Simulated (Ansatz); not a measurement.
**ZrGe2Br6: from a guess to a relaxed structure**

The task: take a trial cell of ZrGe2Br6 to zero force and stress.

Method: DFT PBE, scalar-relativistic, plane waves, PAW, in Ansatz 0.2.0.

**1. The structure to begin with**

It takes space group Fm-3m (No. 225, cubic). The conventional cell has a = 9.618 Å, b = 9.618 Å, c = 9.618 Å, α = 90.00°, β = 90.00°, γ = 90.00°. Zr (site symmetry m-3m) has 12 Br at 3.40 Å as nearest neighbours. Ge (site symmetry -43m) has 6 Br at 2.40 Å as nearest neighbours. Around Br (site symmetry mmm) lie 2 Ge at 2.40 Å and 2 Zr at 3.40 Å.

As a file:

```cif
data_structure
_symmetry_space_group_name_H-M 'P 1'
_symmetry_Int_Tables_number 1
_cell_length_a 6.8011
_cell_length_b 6.8011
_cell_length_c 6.8011
_cell_angle_alpha 60.000
_cell_angle_beta 60.000
_cell_angle_gamma 60.000
_cell_volume 222.45
loop_
_atom_site_label
_atom_site_type_symbol
_atom_site_fract_x
_atom_site_fract_y
_atom_site_fract_z
_atom_site_occupancy
Zr1 Zr 0.00000 0.00000 0.00000 1
Ge1 Ge 0.75000 0.75000 0.75000 1
Ge2 Ge 0.25000 0.25000 0.25000 1
Br1 Br 0.50000 0.00000 0.00000 1
Br2 Br 0.00000 0.50000 0.50000 1
Br3 Br 0.00000 0.50000 0.00000 1
Br4 Br 0.50000 0.00000 0.50000 1
Br5 Br 0.00000 0.00000 0.50000 1
Br6 Br 0.50000 0.50000 0.00000 1
```

The cell is invented: ordered vacancies on the A sites of perovskite (Fm-3m, No. 225). Its size is a rough estimate.

**2. The guess as it stands, on a coarse mesh**

input.yaml reads:

```yaml
crystal:
  lattice:
    - [0.0, 4.80911424, 4.80911424]
    - [4.80911424, 0.0, 4.80911424]
    - [4.80911424, 4.80911424, 0.0]
  atoms:
    - { symbol: Zr, position: [0.0, 0.0, 0.0] }
    - { symbol: Ge, position: [0.75, 0.75, 0.75] }
    - { symbol: Ge, position: [0.25, 0.25, 0.25] }
    - { symbol: Br, position: [0.5, 0.0, 0.0] }
    - { symbol: Br, position: [0.0, 0.5, 0.5] }
    - { symbol: Br, position: [0.0, 0.5, 0.0] }
    - { symbol: Br, position: [0.5, 0.0, 0.5] }
    - { symbol: Br, position: [0.0, 0.0, 0.5] }
    - { symbol: Br, position: [0.5, 0.5, 0.0] }
basis:
  ecutwfc: 420
kpoints:
  mp_grid: { grid: [4, 4, 4] }
hamiltonian:
  xc: pbe
scf:
  occupations: { method: gaussian, width: 0.1 }
  lower_state_search: "off"
output:
  forces: true
  stress: true
  eigenvalues: true
```

Launch:

```
$ ansatz run input.yaml --threads 1 --pin off --max-ram 2048MiB --backend cpu --events-out ev --progress --plain --runs-dir out
```

The program printed (excerpt; [...] marks lines left out):

```text
[...]
SCF converged after 8 iterations
Free energy (F): -29470.758437 eV
[...]
E sigma→0 (E₀):  -29470.738141 eV
Entropy (-TS):   -0.040592 eV (-4.510 meV/atom)
Fermi energy:    8.437250 eV
[...]
--- Forces (eV/Å), atoms counted from 1 ---
  atom   1  Zr    -0.00000000     0.00000000     0.00000000
  atom   2  Ge     0.00000000     0.00000000     0.00000000
  atom   3  Ge    -0.00000000    -0.00000000     0.00000000
  atom   4  Br     0.00000000     0.00000000     0.00000000
  atom   5  Br     0.00000000     0.00000000     0.00000000
  atom   6  Br     0.00000000    -0.00000000    -0.00000000
  atom   7  Br     0.00000000    -0.00000000    -0.00000000
  atom   8  Br     0.00000000    -0.00000000     0.00000000
[...]
--- Stress (GPa, compression-positive) ---
       16.570476       0.000000       0.000000
       -0.000000      16.570476      -0.000000
       -0.000000      -0.000000      16.570476
  P = ⅓ Tr σ = 16.5705 GPa (165.705 kbar)
--- Band table (eV; the first three rows and the last of 8) ---
[...]
```

Wall time 6.4 s (1 thread of Intel Xeon Platinum 8259CL at 2.50GHz (Skylake/Cascade Lake), shared host); peak memory 0.63 GiB.

Read-out: pressure 16.6 GPa, largest force 0.00 eV/Å, gap on this mesh none (metal). A guess like this is first relaxed loosely on the coarse mesh.

**3. Coarse relaxation**

Changes to input.yaml since step 2:

```diff
@@ -28 +28,6 @@
   eigenvalues: true
+relax:
+  adjacent_minimum: "off"
+  f_tol: 0.04
+  max_steps: 70
+  cell: { stress_tol: 0.4 }
```

Launch:

```
$ ansatz run input.yaml --threads 1 --pin off --max-ram 2048MiB --backend cpu --events-out ev --progress --plain --runs-dir out
```

The program printed:

```text
Warning: RAYON_NUM_THREADS=1 ignored (pool sized by the plan → 1); use --threads N
Engine: ansatz 0.2.0, x86_64-unknown-linux-gnu
Pseudopotentials: kind: paw
Pseudopotential: Zr, paw, valence charge 12, recommended cutoff 420 eV (normal), Zr.paw.azcp
Pseudopotential: Ge, paw, valence charge 14, recommended cutoff 420 eV (normal), Ge.paw.azcp
Pseudopotential: Br, paw, valence charge 7, recommended cutoff 420 eV (normal), Br.paw.azcp
Functional definition: PBE
  parameter kappa = 0.804
  parameter beta = 0.06672455060314922
  exchange = pbe_x(kappa = kappa, mu = beta*pi^2/3)
  correlation = pbe_c(beta = beta)
Crystal: 9 atoms, lattice volume = 222.446 Å³
Basis set: ecut = 420 eV, 4285 PW (Γ), exchange–correlation on 96×96×96 points (8 copies of the dense FFT grid, shifted against one another)
Bands: 50, of which v1, the nominal top of the filled ones, is band 41 counted from 1 (40 counted from 0)
Symmetry: 48 space group operations
Space group: Fm-3m (ITA 225), of the structure as read, at distance tolerance 6.1e-5 Å
k-points: 8 of 64
Non-local potential: Zr, projectors of the file, l = 0: 3, l = 1: 2, l = 2: 2, l = 3: 2
Non-local potential: Ge, projectors of the file, l = 0: 2, l = 1: 2, l = 2: 3, l = 3: 1
Non-local potential: Br, projectors of the file, l = 0: 2, l = 1: 2, l = 2: 2
PAW form: soft (Blöchl's): semilocal exchange-correlation on the pseudo side does not see the compensation charge
PAW one-centre angular grid: Zr, 590 points (default); XC on 64 Gauss nodes
PAW one-centre angular grid: Ge, 590 points (default); XC on 64 Gauss nodes
PAW one-centre angular grid: Br, 110 points (default); XC on 64 Gauss nodes
Initial density: superposition of atomic densities (neutral atoms: chi_scale 0, normalization atom), corrected by the library's trained network
Initial wavefunctions: pseudopotential atomic-orbital guess
Functional: x = pbe(κ = 0.804, μ = 0.2195149727645171), c = pbe(β = 0.06672455060314922)
SCF iter   1: F=—  HF=-29470.753247 eV  |F-HF|=—  |Δ(HF+E_count)|=         —  Δρ=3.23e-3  dr2=2.54e-2  ethr=1.77e-3  ⟨swp⟩=10.5  Hψ=2024  notcnv=0
preconditioner: auto → LDOS  [metal: Δε(μ)=0.059 eV  Ē_g=9.478 eV  σ=0.100 eV  W_gap=0.32  n_scr=58 (ndim 8)  ℏωp=18.3 eV  f_vac=0.085  D(μ)=8.14/eV (n_scr^D=58)  β→1.0]
SCF iter   2: F=—  HF=-29470.758869 eV  |F-HF|=—  |Δ(HF+E_count)|=   5.62e-3  Δρ=1.07e-3  dr2=4.28e-3  ethr=3.10e-5  ⟨swp⟩=2.5  Hψ=827  notcnv=0  defer=2
SCF iter   3: F=—  HF=-29470.758927 eV  |F-HF|=—  |Δ(HF+E_count)|=   5.87e-5  Δρ=7.33e-4  dr2=2.10e-3  ethr=5.23e-6  ⟨swp⟩=2.0  Hψ=688  notcnv=0  defer=2
SCF iter   4: F=—  HF=-29470.758688 eV  |F-HF|=—  |Δ(HF+E_count)|=   2.39e-4  Δρ=4.23e-4  dr2=8.11e-4  ethr=2.56e-6  ⟨swp⟩=2.0  Hψ=688  notcnv=0  defer=2
SCF iter   5: F=—  HF=-29470.758589 eV  |F-HF|=—  |Δ(HF+E_count)|=   9.91e-5  Δρ=1.74e-4  dr2=1.96e-4  ethr=9.89e-7  ⟨swp⟩=2.1  Hψ=709  notcnv=0  defer=2
SCF iter   6: F=—  HF=-29470.758565 eV  |F-HF|=—  |Δ(HF+E_count)|=   2.40e-5  Δρ=4.62e-5  dr2=4.37e-6  ethr=2.39e-7  ⟨swp⟩=2.0  Hψ=681  notcnv=0  defer=2
SCF iter   7: F=—  HF=-29470.758437 eV  |F-HF|=—  |Δ(HF+E_count)|=   1.28e-4  Δρ=1.46e-5  dr2=5.93e-7  ethr=5.33e-9  ⟨swp⟩=2.0  Hψ=691  notcnv=0  defer=2
SCF iter   8: F=-29470.758437 eV  HF=-29470.758437 eV  |F-HF|=2.03e-8  |Δ(HF+E_count)|=   5.88e-7  Δρ=3.02e-6  dr2=2.76e-8  ethr=1.22e-10  ⟨swp⟩=8.2  Hψ=1888  notcnv=0
SCF 1 converged in 8 iterations: F = -29470.758437 eV  dr2 = 2.76e-8
relax step   1: F+E_penalty+E_count = -29470.75843727 eV  Δ(F+E_penalty+E_count) = +0.000e0 eV  max|allowed force component| = 1.028e-18 eV/Å  Δτ_max = 0.0000 Å  P = +16.570 GPa  Ω = 222.446 Å³  (8 SCF iters, dr2 threshold 1.00e-7 eV, accepted)
Crystal: 9 atoms, lattice volume = 256.591 Å³
Basis set: ecut = 420 eV, 5029 PW (Γ), exchange–correlation on 96×96×96 points (8 copies of the dense FFT grid, shifted against one another)
Initial density: handed on by an earlier stage of this run
Initial wavefunctions: those handed on with the density
iter 1 solved again at ethr=1.62e-3 eV; its pass at ethr=3.10e-3 eV (dr2=1.33e0 eV) is discarded
SCF iter   1: F=—  HF=-29473.371644 eV  |F-HF|=—  |Δ(HF+E_count)|=         —  Δρ=1.15e-2  dr2=1.33e0  ethr=1.62e-3  ⟨swp⟩=1.0  Hψ=2210  notcnv=0
preconditioner: auto → LDOS  [metal: Δε(μ)=0.037 eV  Ē_g=9.011 eV  σ=0.100 eV  W_gap=0.21  n_scr=58 (ndim 8)  ℏωp=17.0 eV  f_vac=0.107  D(μ)=11.10/eV (n_scr^D=112)  β→1.0]
SCF iter   2: F=—  HF=-29473.137413 eV  |F-HF|=—  |Δ(HF+E_count)|=   2.34e-1  Δρ=6.72e-3  dr2=3.33e-1  ethr=1.62e-3  ⟨swp⟩=2.2  Hψ=626  notcnv=0
SCF iter   3: F=—  HF=-29473.133569 eV  |F-HF|=—  |Δ(HF+E_count)|=   3.84e-3  Δρ=4.81e-3  dr2=1.38e-1  ethr=4.06e-4  ⟨swp⟩=2.2  Hψ=820  notcnv=0  defer=7
SCF iter   4: F=—  HF=-29473.107799 eV  |F-HF|=—  |Δ(HF+E_count)|=   2.58e-2  Δρ=2.33e-3  dr2=2.45e-2  ethr=1.68e-4  ⟨swp⟩=2.0  Hψ=750  notcnv=0  defer=7
SCF iter   5: F=—  HF=-29473.107784 eV  |F-HF|=—  |Δ(HF+E_count)|=   1.56e-5  Δρ=9.24e-4  dr2=2.32e-3  ethr=2.99e-5  ⟨swp⟩=2.0  Hψ=677  notcnv=0  defer=7
SCF iter   6: F=—  HF=-29473.108299 eV  |F-HF|=—  |Δ(HF+E_count)|=   5.15e-4  Δρ=3.30e-4  dr2=2.38e-4  ethr=2.83e-6  ⟨swp⟩=2.0  Hψ=770  notcnv=0  defer=4
SCF iter   7: F=—  HF=-29473.108486 eV  |F-HF|=—  |Δ(HF+E_count)|=   1.87e-4  Δρ=7.39e-5  dr2=1.57e-5  ethr=2.90e-7  ⟨swp⟩=2.0  Hψ=718  notcnv=0  defer=4
SCF iter   8: F=-29473.108501 eV  HF=-29473.108500 eV  |F-HF|=1.03e-6  |Δ(HF+E_count)|=   1.44e-5  Δρ=1.65e-5  dr2=6.27e-7  ethr=1.10e-9  ⟨swp⟩=8.4  Hψ=2099  notcnv=0
SCF 2 converged in 8 iterations: F = -29473.108501 eV  dr2 = 6.27e-7
relax step   2: F+E_penalty+E_count = -29473.10850097 eV  Δ(F+E_penalty+E_count) = -2.350e0 eV  max|allowed force component| = 2.731e-18 eV/Å  Δτ_max = 0.0000 Å  P = +6.610 GPa  Ω = 256.591 Å³  energy of the carried Pulay correction = -4.257e-3 eV  (8 SCF iters, dr2 threshold 9.00e-7 eV, accepted)
Crystal: 9 atoms, lattice volume = 285.594 Å³
Basis set: ecut = 420 eV, 5601 PW (Γ), exchange–correlation on 96×96×96 points (8 copies of the dense FFT grid, shifted against one another)
iter 1 solved again at ethr=8.24e-4 eV; its pass at ethr=3.10e-3 eV (dr2=6.76e-1 eV) is discarded
SCF iter   1: F=—  HF=-29473.990050 eV  |F-HF|=—  |Δ(HF+E_count)|=         —  Δρ=7.79e-3  dr2=6.72e-1  ethr=8.24e-4  ⟨swp⟩=1.6  Hψ=1943  notcnv=0
preconditioner: auto → LDOS  [metal: Δε(μ)=0.007 eV  Ē_g=8.307 eV  σ=0.100 eV  W_gap=0.04  n_scr=58 (ndim 8)  ℏωp=16.1 eV  f_vac=0.119  D(μ)=12.75/eV (n_scr^D=112)  β→1.0]
SCF iter   2: F=—  HF=-29473.867473 eV  |F-HF|=—  |Δ(HF+E_count)|=   1.23e-1  Δρ=5.04e-3  dr2=1.98e-1  ethr=8.19e-4  ⟨swp⟩=2.6  Hψ=637  notcnv=0
SCF iter   3: F=—  HF=-29473.860849 eV  |F-HF|=—  |Δ(HF+E_count)|=   6.62e-3  Δρ=3.85e-3  dr2=1.09e-1  ethr=2.41e-4  ⟨swp⟩=2.0  Hψ=822  notcnv=0  defer=9
SCF iter   4: F=—  HF=-29473.838749 eV  |F-HF|=—  |Δ(HF+E_count)|=   2.21e-2  Δρ=1.65e-3  dr2=1.33e-2  ethr=1.33e-4  ⟨swp⟩=2.0  Hψ=699  notcnv=0  defer=9
SCF iter   5: F=—  HF=-29473.840444 eV  |F-HF|=—  |Δ(HF+E_count)|=   1.70e-3  Δρ=6.54e-4  dr2=1.61e-3  ethr=1.62e-5  ⟨swp⟩=2.0  Hψ=711  notcnv=0  defer=9
SCF iter   6: F=—  HF=-29473.841359 eV  |F-HF|=—  |Δ(HF+E_count)|=   9.15e-4  Δρ=2.85e-4  dr2=3.93e-4  ethr=1.96e-6  ⟨swp⟩=2.0  Hψ=742  notcnv=0  defer=6
SCF iter   7: F=—  HF=-29473.841347 eV  |F-HF|=—  |Δ(HF+E_count)|=   1.13e-5  Δρ=7.76e-5  dr2=1.36e-5  ethr=4.79e-7  ⟨swp⟩=2.2  Hψ=605  notcnv=0  defer=6
SCF iter   8: F=-29473.841379 eV  HF=-29473.841378 eV  |F-HF|=4.53e-7  |Δ(HF+E_count)|=   3.11e-5  Δρ=1.91e-5  dr2=5.90e-7  ethr=1.10e-9  ⟨swp⟩=7.9  Hψ=1934  notcnv=0
SCF 3 converged in 8 iterations: F = -29473.841379 eV  dr2 = 5.90e-7
relax step   3: F+E_penalty+E_count = -29473.84137879 eV  Δ(F+E_penalty+E_count) = -7.329e-1 eV  max|allowed force component| = 1.996e-18 eV/Å  Δτ_max = 0.0000 Å  P = +1.911 GPa  Ω = 285.594 Å³  energy of the carried Pulay correction = -7.427e-3 eV  (8 SCF iters, dr2 threshold 9.00e-7 eV, accepted)
[... 13 lines left out ...]
relax step   4: F+E_penalty+E_count = -29473.93402932 eV  Δ(F+E_penalty+E_count) = -9.265e-2 eV  max|allowed force component| = 9.718e-19 eV/Å  Δτ_max = 0.0000 Å  P = +0.329 GPa  Ω = 299.342 Å³  energy of the carried Pulay correction = -8.809e-3 eV  (8 SCF iters, dr2 threshold 9.00e-7 eV, accepted)
[... 13 lines left out ...]
relax step   5: F+E_penalty+E_count = -29473.96603771 eV  Δ(F+E_penalty+E_count) = -3.201e-2 eV  max|allowed force component| = 8.593e-19 eV/Å  Δτ_max = 0.0000 Å  P = +0.552 GPa  Ω = 299.342 Å³  stress off target by 5.52e-1 GPa  SCF on the basis re-selected at this cell (its energy is not comparable with the rows above)  (8 SCF iters)
[... 13 lines left out ...]
relax step   6: F+E_penalty+E_count = -29473.97587604 eV  Δ(F+E_penalty+E_count) = -9.838e-3 eV  max|allowed force component| = 9.155e-19 eV/Å  Δτ_max = 0.0000 Å  P = +0.043 GPa  Ω = 304.950 Å³  energy of the carried Pulay correction = -4.350e-4 eV  (7 SCF iters, dr2 threshold 7.61e-7 eV, accepted)
iter 1 solved again at ethr=4.96e-7 eV; its pass at ethr=3.10e-3 eV (dr2=4.07e-4 eV) is discarded
SCF iter   1: F=—  HF=-29473.965831 eV  |F-HF|=—  |Δ(HF+E_count)|=         —  Δρ=3.00e-4  dr2=8.18e-6  ethr=4.96e-7  ⟨swp⟩=3.6  Hψ=2891  notcnv=0
preconditioner: auto → LDOS  [metal: Δε(μ)=0.012 eV  Ē_g=7.632 eV  σ=0.100 eV  W_gap=0.07  n_scr=58 (ndim 8)  ℏωp=15.6 eV  f_vac=0.124  D(μ)=14.46/eV (n_scr^D=136)  β→1.0]
SCF iter   2: F=—  HF=-29473.976375 eV  |F-HF|=—  |Δ(HF+E_count)|=   1.05e-2  Δρ=1.60e-5  dr2=2.49e-6  ethr=9.98e-9  ⟨swp⟩=3.1  Hψ=776  notcnv=0
SCF iter   3: F=—  HF=-29473.976293 eV  |F-HF|=—  |Δ(HF+E_count)|=   8.25e-5  Δρ=1.09e-5  dr2=2.50e-7  ethr=3.03e-9  ⟨swp⟩=2.0  Hψ=681  notcnv=0
SCF iter   4: F=—  HF=-29473.976306 eV  |F-HF|=—  |Δ(HF+E_count)|=   1.29e-5  Δρ=4.93e-6  dr2=5.77e-8  ethr=3.05e-10  ⟨swp⟩=2.0  Hψ=704  notcnv=0
SCF iter   5: F=—  HF=-29473.976305 eV  |F-HF|=—  |Δ(HF+E_count)|=   7.40e-8  Δρ=1.71e-6  dr2=1.07e-8  ethr=7.04e-11  ⟨swp⟩=2.0  Hψ=675  notcnv=0
SCF iter   6: F=-29473.976306 eV  HF=-29473.976306 eV  |F-HF|=2.80e-10  |Δ(HF+E_count)|=   7.62e-8  Δρ=1.01e-6  dr2=3.41e-9  ethr=7.02e-12  ⟨swp⟩=5.4  Hψ=1398  notcnv=0
SCF 7 converged in 6 iterations: F = -29473.976306 eV  dr2 = 3.41e-9
relax step   7: F+E_penalty+E_count = -29473.97630554 eV  Δ(F+E_penalty+E_count) = -4.295e-4 eV  max|allowed force component| = 5.140e-19 eV/Å  Δτ_max = 0.0000 Å  P = +0.039 GPa  Ω = 304.950 Å³  stress off target by 3.94e-2 GPa  SCF on the basis re-selected at this cell (its energy is not comparable with the rows above)  (6 SCF iters)
basis re-selected at this cell: Δ(F+E_penalty+E_count) = -4.295e-4 eV, ΔP = -0.004 GPa vs the last step (what re-selecting the basis moved, of the pressure what is left beyond the Pulay correction that the steps carried, after the strain that the cell walked since its last selection, with what the two solves' SCF thresholds leave and, on support functions, any second-order correction that the steps lacked; it is no measure of the basis error at this ecutwfc). This SCF's stress stands 3.94e-2 GPa from its target on what of the cell is left free (relax.cell.stress_tol is 4.00e-1 GPa) and its largest allowed force component is 5.14e-19 eV/Å (relax.f_tol is 4.00e-2 eV/Å): within both
SCF converged after 6 iterations
Free energy (F): -29473.976306 eV
Harris-Foulkes:  -29473.976306 eV  (|F-HF|=2.80e-10)
Internal energy: -29473.904018 eV  (E = F + TS)
E sigma→0 (E₀):  -29473.940162 eV
Entropy (-TS):   -0.072287 eV (-8.032 meV/atom)
Fermi energy:    4.240640 eV
--- Per-component energies (eV) ---
  E_band       = -773.493497
  E_kinetic    = 1340.953634
  E_local      = -8942.447398  (includes V_loc(G=0)·N_el)
  E_nonlocal   = 1331.771608
  E_hartree    = 3589.536315
  E_xc         = -1890.891076
  E_vxc        = -929.332038  (∫ρ·V_xc dr)
  E_paw        = -20462.368829  (= ΣΔE_a)
  E_vpaw       = -753.513622  (= ΣTr[D̂ρ^β])
  E_aug_tail   = 0.000881  (compensation charges beyond the density's cutoff)
  E_ewald      = -4440.459152
  E_smearing   = -0.072287  (= −TS)
  E_closure    = 0.000000  (closes the sum)
  Σ components = -29473.976306   (vs F -29473.976306, Δ=0.00e0)
--- Forces (eV/Å), atoms counted from 1 ---
  atom   1  Zr     0.00000000     0.00000000    -0.00000000
  atom   2  Ge     0.00000000    -0.00000000     0.00000000
  atom   3  Ge    -0.00000000     0.00000000     0.00000000
  atom   4  Br    -0.00000000    -0.00000000     0.00000000
  atom   5  Br    -0.00000000     0.00000000     0.00000000
  atom   6  Br    -0.00000000     0.00000000     0.00000000
  atom   7  Br     0.00000000    -0.00000000     0.00000000
  atom   8  Br     0.00000000    -0.00000000     0.00000000
  atom   9  Br    -0.00000000     0.00000000     0.00000000
  max |Σ_I F_I| component: 5.78e-19 eV/Å
--- Stress (GPa, compression-positive) ---
        0.039376      -0.000000      -0.000000
       -0.000000       0.039376      -0.000000
       -0.000000      -0.000000       0.039376
  P = ⅓ Tr σ = 0.0394 GPa (0.394 kbar)
--- Band table (eV; the first three rows and the last of 8) ---
  k-point 0: bands = ["-46.9029", "-24.8585", "-24.8585", "-24.8585", "-21.0001", "-21.0001", "-20.9968", "-20.9968", "-20.9807", "-20.9807", "-20.9807", "-20.9805", "-20.9805", "-20.9805", "-11.8005", "-11.0824", "-11.0824", "-11.0824", "-10.7769", "-10.7769", "-5.8457", "-2.5765", "-1.5774", "-1.5774", "-1.5774", "-0.0003", "-0.0003", "-0.0003", "1.1921", "1.1921", "1.4738", "1.4738", "1.4738", "1.6815", "1.6815", "1.6815", "2.3447", "2.3447", "2.3447", "3.8697", "4.0853", "4.0853", "4.0853", "4.1693", "4.1693", "4.8875", "5.0118", "5.0118", "5.0118", "8.5381"]
  k-point 1: bands = ["-46.9029", "-24.8585", "-24.8585", "-24.8585", "-20.9996", "-20.9996", "-20.9972", "-20.9972", "-20.9807", "-20.9807", "-20.9807", "-20.9805", "-20.9805", "-20.9805", "-11.7112", "-11.2080", "-11.0407", "-11.0407", "-10.8249", "-10.8249", "-5.5208", "-3.5226", "-1.2911", "-1.2911", "-0.6771", "0.0465", "0.1184", "0.1184", "0.6465", "0.6465", "1.1912", "1.1912", "1.4951", "1.5542", "1.6935", "1.6935", "2.1401", "2.1401", "2.2362", "3.2697", "4.1050", "4.1818", "4.1818", "4.4194", "4.4194", "4.5717", "5.8737", "5.8737", "6.6205", "8.5676"]
  k-point 2: bands = ["-46.9029", "-24.8585", "-24.8585", "-24.8585", "-20.9984", "-20.9984", "-20.9984", "-20.9984", "-20.9806", "-20.9806", "-20.9806", "-20.9806", "-20.9806", "-20.9806", "-11.4790", "-11.4754", "-10.9364", "-10.9364", "-10.9354", "-10.9354", "-4.6721", "-4.6676", "-0.5577", "-0.5577", "-0.4567", "-0.4567", "-0.3073", "0.4138", "0.6144", "0.6144", "0.6918", "0.6918", "1.6711", "1.7465", "1.7465", "1.7762", "1.9305", "1.9890", "1.9890", "2.0918", "4.1585", "4.2100", "4.2100", "4.6749", "4.6749", "5.5247", "7.1794", "7.5911", "7.5911", "7.6183"]
  k-point 7: bands = ["-46.9029", "-24.8585", "-24.8585", "-24.8585", "-20.9994", "-20.9994", "-20.9975", "-20.9975", "-20.9807", "-20.9807", "-20.9806", "-20.9806", "-20.9805", "-20.9805", "-11.3991", "-11.3991", "-11.0956", "-11.0933", "-10.8715", "-10.8715", "-4.5137", "-4.5137", "-1.3051", "-1.2463", "-0.3081", "-0.2479", "-0.2479", "0.3812", "0.7532", "0.9451", "0.9451", "0.9864", "1.0057", "1.5521", "1.5521", "1.6035", "1.7375", "2.1011", "2.8659", "2.8659", "4.3902", "4.4488", "4.4488", "4.5097", "4.7441", "5.3456", "5.7652", "6.1777", "7.7984", "7.7984"]
--- Relaxed structure (5 steps of the walk, 5 accepted, 2 SCFs on fresh bases) ---
  F+E_penalty+E_count = -29473.97630554 eV   max|allowed force component| = 5.140e-19 eV/Å   (the final SCF, on the basis selected at the relaxed cell)
  cell:  # Å, volume = 304.9504 Å³
    - [3.7450985320869545e-33, 5.342359009662409, 5.34235900966241]
    - [5.34235900966241, 1.4426271189048682e-33, 5.34235900966241]
    - [5.34235900966241, 5.342359009662409, 9.235361809623236e-35]
  atoms:
    - { symbol: Zr, position: [2.7909186748456705e-34, 2.3712296412727265e-35, -8.339535199380418e-35] }
    - { symbol: Ge, position: [0.75, 0.75, 0.75] }
    - { symbol: Ge, position: [0.25, 0.24999999999999994, 0.25] }
    - { symbol: Br, position: [0.5, -2.7755575615628914e-17, 2.7755575615628914e-17] }
    - { symbol: Br, position: [2.7755575615628914e-17, 0.4999999999999999, 0.5] }
    - { symbol: Br, position: [0.0, 0.49999999999999994, 0.0] }
    - { symbol: Br, position: [0.5, -2.7755575615628914e-17, 0.5] }
    - { symbol: Br, position: [2.7755575615628914e-17, -2.7755575615628914e-17, 0.5] }
    - { symbol: Br, position: [0.5, 0.4999999999999999, 5.551115123125783e-17] }
```

Wall time 54 s (1 thread of Intel Xeon Platinum 8259CL at 2.50GHz (Skylake/Cascade Lake), shared host); peak memory 0.71 GiB.

Step by step:

| step | E - E(step 1) (eV/cell) | largest force component (eV/Å) | pressure (GPa) | volume (Å³) |
| --- | --- | --- | --- | --- |
| 1 | 0.0000 | 0.0000 | 16.57 | 222.45 |
| 2 | -2.3501 | 0.0000 | 6.61 | 256.59 |
| 3 | -3.0829 | 0.0000 | 1.91 | 285.59 |
| 4 | -3.1756 | 0.0000 | 0.33 | 299.34 |
| 5 | -3.2076 | 0.0000 | 0.55 | 299.34 |
| 6 | -3.2174 | 0.0000 | 0.04 | 304.95 |
| 7 | -3.2179 | 0.0000 | 0.04 | 304.95 |

Step 1 is the start. Steps 5, 7 each repeat the geometry before them on a plane-wave basis chosen anew, so the energy can jump there without any move.

Lengths and angles in the start's conventional setting:

|  | before | after | change |
| --- | --- | --- | --- |
| a (Å) | 9.618 | 10.685 | +11.1 % |
| b (Å) | 9.618 | 10.685 | +11.1 % |
| c (Å) | 9.618 | 10.685 | +11.1 % |
| volume (Å³/atom) | 24.72 | 33.88 | +37.1 % |
| shortest distance (Å) | 2.405 | 2.671 | +11.1 % |
| space group (0.01 Å) | Fm-3m | Fm-3m | same |

Forces and stress were held to the start's 48 operations: a distortion of lower symmetry was not tested.

(Part 1 of 2 ends here.)
